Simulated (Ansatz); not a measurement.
# FeSi (FeSi): the cost of one run

Program: Ansatz 0.2.0. Level of theory: DFT PBE, scalar-relativistic, plane waves, PAW. These are calculated values, not measurements.

The COD entry's cell or inner coordinates are ideal or old and differ from later refinements, so a difference from it is no clean test against experiment.

These runs use a low cutoff (300 eV) and a coarse mesh on purpose, to show what cheap settings give: their numbers aren't properties of the material.

### Step 1. The starting structure

Symmetry: P2_13, No. 198, cubic system. The conventional cell has a = 4.455 Å, b = 4.455 Å, c = 4.455 Å, α = 90.00°, β = 90.00°, γ = 90.00°. Fe (site symmetry 3) is surrounded by 7 Si at 2.27 to 2.51 Å. Si (site symmetry 3) is surrounded by 7 Fe at 2.27 to 2.51 Å.

As a file:

```
CELL_PARAMETERS angstrom
4.45469 0.00000 0.00000
0.00000 4.45469 0.00000
0.00000 0.00000 4.45469
ATOMIC_POSITIONS crystal
Fe 0.13531 0.13531 0.13531
Fe 0.36469 0.86469 0.63531
Fe 0.63531 0.36469 0.86469
Fe 0.86469 0.63531 0.36469
Si 0.84075 0.84075 0.84075
Si 0.65925 0.15925 0.34075
Si 0.34075 0.65925 0.15925
Si 0.15925 0.34075 0.65925
```

### Step 2. Bands and density of states at the final cell

Input file input.yaml:

```yaml
crystal:
  lattice:
    - [4.4546925854, 0.0, 0.0]
    - [0.0, 4.4546925854, 0.0]
    - [0.0, 0.0, 4.4546925854]
  atoms:
    - { symbol: Fe, position: [0.1353124823, 0.1353124823, 0.1353124823] }
    - { symbol: Fe, position: [0.3646875177, 0.8646875177, 0.6353124823] }
    - { symbol: Fe, position: [0.6353124823, 0.3646875177, 0.8646875177] }
    - { symbol: Fe, position: [0.8646875177, 0.6353124823, 0.3646875177] }
    - { symbol: Si, position: [0.8407499524, 0.8407499524, 0.8407499524] }
    - { symbol: Si, position: [0.6592500476, 0.1592500476, 0.3407499524] }
    - { symbol: Si, position: [0.3407499524, 0.6592500476, 0.1592500476] }
    - { symbol: Si, position: [0.1592500476, 0.3407499524, 0.6592500476] }
basis:
  ecutwfc: 300
  ecutrho_ratio: 4
kpoints:
  mp_grid: { grid: [4, 4, 4] }
  band_path:
    path:
      - [[0.0, 0.0, 0.0], [0.0, 0.5, 0.0], [0.5, 0.5, 0.0], [0.0, 0.0, 0.0], [0.5, 0.5, 0.5], [0.0, 0.5, 0.0]]
      - [[0.5, 0.5, 0.5], [0.5, 0.5, 0.0], [0.5, 0.0, 0.0]]
    npoints: 14
hamiltonian:
  xc: pbe
scf:
  occupations: { method: gaussian, width: 0.05 }
  n_extra_bands: 27
output:
  forces: true
  stress: true
  eigenvalues: true
  populations: true
  dos: { projected: true, de: 0.02, nscf_kmesh: { grid: [6, 6, 6] } }
  bader: true
```

The run is started by

```bash
$ ansatz run input.yaml --threads 2 --pin off --max-ram 5120MiB --backend cpu --events-out ev --progress --plain --runs-dir out
```

**Question.** How long does this run take on 2 threads of Arm Neoverse V2, shared host, and how much memory does it need?

About 79 s, with a peak of 0.46 GiB.
